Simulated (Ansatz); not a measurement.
Task: a polarisability from point charges of C2H4Sn, SMILES [CH]1=[CH][SnH2]1, with Ansatz 0.2.0 through its Python package. Give the script and its output. Use (for the species named): PBE, def2-SVP basis, multiplicity 1.

Input file `c2h4sn.xyz`:
```text
7

C    -0.73300   -0.65850   -0.16780
C     0.10090   -0.13680   -1.20280
Sn    0.60840    0.58640    0.59420
H    -1.57640   -1.20990    0.04470
H     0.35070   -0.14560   -2.27610
H    -0.25150    1.95440    1.26700
H     1.56220   -0.45790    1.69520
```

`field_c2h4sn.py`:
```python
"""Response of C2H4Sn to a pair of distant point charges."""

from dataclasses import dataclass
import logging
import sys

import ansatz as az
import numpy as np

logging.basicConfig(stream=sys.stdout, format="%(levelname)s %(message)s")
logger = logging.getLogger("ansatz_job")
logger.setLevel(logging.INFO)


@dataclass
class Settings:
    basis: str = "def2-SVP"
    functional: str = "pbe"


settings = Settings()


def main() -> None:
    mol = az.Crystal.molecule_from_extxyz("c2h4sn.xyz")

    calc = (
        mol.calculation()
        .basis(gaussian=settings.basis)
        .functional(settings.functional)
        .scf(lower_state_search="light")
        .forces()
    )
    # charges +q and -q at -R and +R make a nearly even field 2 k q / R^2 at the centre
    centre = np.mean([site.position_ang for site in mol.cartesian_sites], axis=0)
    field = 2 * 14.399645 * 3.0 / 25.0 ** 2


    def dipole(axis, sign):
        arm = 25.0 * np.eye(3)[axis]
        pair = [{"charge": sign * 3.0, "position_ang": (centre - arm).tolist()}, {"charge": -sign * 3.0, "position_ang": (centre + arm).tolist()}]
        deck = calc.input().set(az.key.basis.gaussian.point_charges, pair)
        return np.array(az.Session.from_dict(deck).plan().execute().report["charge_distribution"]["dipole_moment_e_ang"])


    logger.info(f"field {field:.4f} V/A")
    alpha = np.array([(dipole(axis, 1) - dipole(axis, -1)) / (2 * field) * 14.399645 for axis in range(3)])
    logger.info("polarisability tensor (A^3)")
    print(np.array2string(alpha, precision=3, suppress_small=True))
    logger.info(f"mean {np.trace(alpha) / 3:.3f} A^3 = {np.trace(alpha) / 3 / 0.14818471:.2f} bohr^3")


if __name__ == "__main__":
    main()
```

Running `python field_c2h4sn.py` prints:
```text
INFO field 0.1382 V/A
INFO polarisability tensor (A^3)
[[7.864 0.788 0.775]
 [0.772 8.007 0.867]
 [0.777 0.862 9.077]]
INFO mean 8.316 A^3 = 56.12 bohr^3
```

Caveats:
- The settings weren't tested for convergence.
- The geometry is a force-field or estimated start, not a minimum of this method, and the basis set is short of its limit. The field of two point charges is only nearly even.
- def2 sets replace the cores of elements past krypton by effective core potentials.
- Without diffuse functions polarisabilities are unreliable, as a rule too low, and they change with the bond lengths of this unrelaxed start.
- Hardware and time: 12 s on 1 thread of Arm Neoverse V1 (shared host), peak memory 0.18 GiB.

(Lines on the test bed's own set-up are left out of the output.)
